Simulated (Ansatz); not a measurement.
# C₅H₁₅FHfN₂O: up Jacob's ladder to CCSD(T)

An exercise on one series of results from a longer session: the logs are not shown, and one member is left open.

Computed with Ansatz 0.2.0, Gaussian basis. Level: functionals in def2-TZVPP, the program's frozen cores in correlated methods.

Levels to be run: LDA (SPW92), PBE-D4, revPBE-D4, BLYP-D4, r2SCAN-D4, B97M-V, PBE0-D4, B3LYP-D4, r2SCANh-D4, r2SCAN0-D4, HSE06-D4, BHLYP-D4, CAM-B3LYP-D4, LC-ωPBE, ωB97X-V, ωB97M-V, B2PLYP, PBE-QIDH; CCSD(T)/def2-SVP; MP2/def2-TZVPP; MP2/def2-QZVPP; RPA on PBE.

2 further runs of the same task are left out: 1 for a known fault of the program, 1 that didn't finish.

### Structure used throughout

All runs share one geometry, relaxed beforehand with PBE0-D4 in a triple-zeta def2 set. Hf takes the def2 core potential; no spin-orbit term is included.

SMILES `CC(C)[NH][Hf]([OH])([F])[N](C)C`, 25 atoms, charge 0, spin multiplicity 1.

Atoms are counted from 1 here; the program's logs count them from 0.

Bond lengths: C1–C2 1.520 Å, C1–H11 1.095 Å, C1–H12 1.092 Å, C1–H13 1.097 Å, C2–C3 1.522 Å, C2–N4 1.452 Å, C2–H14 1.101 Å, C3–H15 1.094 Å, C3–H16 1.094 Å, C3–H17 1.093 Å, N4–Hf5 2.044 Å, N4–H18 1.012 Å, Hf5–O6 1.938 Å, Hf5–F7 1.938 Å, Hf5–N8 2.025 Å, O6–H19 0.952 Å, N8–C9 1.445 Å, N8–C10 1.441 Å and more. Angles: C2–C1–H11 111.4°, C2–C1–H12 111.3°, C2–C1–H13 110.5°, H11–C1–H12 107.5°, H11–C1–H13 108.8°, H12–C1–H13 107.2°, C1–C2–C3 111.0°, C1–C2–N4 109.3°, C1–C2–H14 107.4°, C3–C2–N4 111.6°, C3–C2–H14 107.8°, N4–C2–H14 109.6°, C2–C3–H15 110.2°, C2–C3–H16 111.3°, C2–C3–H17 110.9°, H15–C3–H16 108.6°, H15–C3–H17 107.9°, H16–C3–H17 107.9° and more.

Set-up of the first run:

in.yaml

```yaml
crystal:
  periodic: [false, false, false]
  atoms:
    - {symbol: C, position_ang: [-1.470968, -2.010318, -1.404900]}
    - {symbol: C, position_ang: [-1.198807, -1.985384, 0.090453]}
    - {symbol: C, position_ang: [-2.498258, -1.915373, 0.879305]}
    - {symbol: N, position_ang: [-0.322829, -0.869983, 0.401459]}
    - {symbol: Hf, position_ang: [0.455992, 0.523702, -0.874982]}
    - {symbol: O, position_ang: [-0.882391, 1.690224, -1.652165]}
    - {symbol: F, position_ang: [1.516697, -0.395701, -2.211610]}
    - {symbol: N, position_ang: [1.657901, 1.643269, 0.309463]}
    - {symbol: C, position_ang: [2.903053, 1.057535, 0.749587]}
    - {symbol: C, position_ang: [1.491152, 3.003392, 0.753999]}
    - {symbol: H, position_ang: [-0.543472, -2.104000, -1.978425]}
    - {symbol: H, position_ang: [-2.111214, -2.851509, -1.676754]}
    - {symbol: H, position_ang: [-1.989069, -1.094374, -1.715815]}
    - {symbol: H, position_ang: [-0.697951, -2.931666, 0.349034]}
    - {symbol: H, position_ang: [-3.047978, -1.005535, 0.621627]}
    - {symbol: H, position_ang: [-3.136501, -2.778917, 0.671306]}
    - {symbol: H, position_ang: [-2.300855, -1.895544, 1.954459]}
    - {symbol: H, position_ang: [-0.142320, -0.814686, 1.395894]}
    - {symbol: H, position_ang: [-1.768703, 1.926508, -1.906191]}
    - {symbol: H, position_ang: [3.011432, 0.032217, 0.376209]}
    - {symbol: H, position_ang: [3.772433, 1.626614, 0.390181]}
    - {symbol: H, position_ang: [2.965510, 1.011992, 1.846600]}
    - {symbol: H, position_ang: [1.478692, 3.070949, 1.851725]}
    - {symbol: H, position_ang: [2.307133, 3.649176, 0.397525]}
    - {symbol: H, position_ang: [0.551349, 3.417401, 0.382025]}
basis:
  gaussian: {orbitals: def2-TZVPP}
hamiltonian: {xc: lda}
output: {orbitals: {seedname: orbitals}}
```

The run is started by

```
$ ansatz run in.yaml --threads 4 --pin off --events-out ev --progress --plain --max-ram 46080MiB --backend cuda --devices 0, --max-vram 37GiB
```

Among the steps run: LDA; PBE-D4 (GGA); revPBE-D4 (GGA); BLYP-D4 (GGA); r2SCAN-D4 (meta-GGA); B97M-V (meta-GGA); PBE0-D4 (hybrid); B3LYP-D4 (hybrid); r2SCANh-D4 (hybrid); r2SCAN0-D4 (hybrid); HSE06-D4 (hybrid); BHLYP-D4 (hybrid); CAM-B3LYP-D4 (range-separated); LC-ωPBE (range-separated); ωB97X-V (range-separated); ωB97M-V (range-separated); B2PLYP (double hybrid); PBE-QIDH (double hybrid).

One table of the session follows, with a row left open; its other results are not shown here.

It belongs to the step «Orbital energies across the functionals». 

```
  functional  HOMO (eV)  gap (eV)
 LDA (SPW92)      -5.26      4.47
      PBE-D4      -5.11      4.54
   revPBE-D4      -5.05      4.59
     BLYP-D4      -5.00      4.47
   r2SCAN-D4      -5.33      5.15
      B97M-V      -5.45      4.92
     PBE0-D4      -6.37      6.54
    B3LYP-D4      -6.17      6.05
  r2SCANh-D4      -5.81      5.94
  r2SCAN0-D4          ?         ?
    HSE06-D4      -5.97      5.79
    BHLYP-D4      -7.57      8.29
CAM-B3LYP-D4      -7.73      8.59
     LC-ωPBE      -9.03     11.07
     ωB97X-V      -8.72     10.53
     ωB97M-V      -8.65      9.98
```

Q: Estimate the row for r2SCAN0-D4 from the others.

Worked estimate for «HOMO (eV)». Against the share of exact exchange, r2SCAN-D4 (0, -5.33), r2SCANh-D4 (0.1, -5.81) give a slope of -4.80 per unit share; at 0.25 the line stands at -6.53.

As computed: HOMO (eV): -6.53; gap (eV): 7.02. In «HOMO (eV)» the line misses by 0.00.
